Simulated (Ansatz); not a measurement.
# KPrO2: the cost of one run

Program: Ansatz 0.2.0. Level of theory: DFT LDA+U (U = 4 eV, J = 0.9 eV on Pr f), plane waves, PAW, no spin–orbit coupling unless a run says so. These are calculated values, not measurements.

3 further runs of the same task are left out: 3 that didn't finish.

### 1 Starting point

Symmetry: R-3m, No. 166, trigonal system. Conventional cell: a = 3.567 Å, b = 3.567 Å, c = 19.423 Å, α = 90.00°, β = 90.00°, γ = 120.00°. K (site symmetry -3m) has 6 O at 2.83 Å as nearest neighbours. Pr (site symmetry -3m) has 6 O at 2.43 Å as nearest neighbours. O (site symmetry 3m) has 3 Pr at 2.43 Å and 3 K at 2.83 Å as nearest neighbours.

As a file:

```cif
data_structure
_symmetry_space_group_name_H-M 'R-3m:H'
_symmetry_Int_Tables_number 166
_cell_length_a 3.5668
_cell_length_b 3.5668
_cell_length_c 19.4233
_cell_angle_alpha 90.000
_cell_angle_beta 90.000
_cell_angle_gamma 120.000
_cell_volume 214.00
loop_
_atom_site_label
_atom_site_type_symbol
_atom_site_symmetry_multiplicity
_atom_site_Wyckoff_symbol
_atom_site_fract_x
_atom_site_fract_y
_atom_site_fract_z
_atom_site_occupancy
K1 K 3 b 0.33333 0.66667 0.16667 1
Pr1 Pr 3 a 0.00000 0.00000 0.00000 1
O1 O 6 c 0.00000 0.00000 0.26670 1
```

An earlier series on this cell reached its lowest free state from «ferromagnetic start, free, default search», perhaps among other starts.

### 2 No spin polarisation

The input, input.yaml:

```yaml
crystal:
  lattice:
    - [1.78340345, 1.02964846, 6.47443506]
    - [-1.78340345, 1.02964846, 6.47443506]
    - [0.0, -2.05929692, 6.47443506]
  atoms:
    - { symbol: K, position: [0.5, 0.5, 0.5] }
    - { symbol: Pr, position: [0.0, 0.0, 0.0] }
    - { symbol: O, position: [0.2667, 0.2667, 0.2667] }
    - { symbol: O, position: [0.7333, 0.7333, 0.7333] }
basis:
  ecutwfc: 420
  ecutrho_ratio: 4
kpoints:
  mp_grid: { grid: [6, 6, 6] }
hamiltonian:
  xc: lda
  hubbard: { sites: [{ site: 1, l: f, u: 4.0, j: 0.9 }] }
scf:
  occupations: { method: gaussian, width: 0.05 }
  lower_state_search: "off"
  max_iter: 150
output:
  forces: true
  stress: true
  eigenvalues: true
  populations: true
  hubbard: { sites: [{ site: 1, l: f }] }
```

Started as:

```sh
$ ansatz run input.yaml --threads 4 --pin off --max-ram 6144MiB --backend cpu --events-out ev --progress --plain --runs-dir out
```

What time and memory should one allow on 4 threads of Arm Neoverse V2, shared host?

About 2.7 s, with a peak of 0.45 GiB.
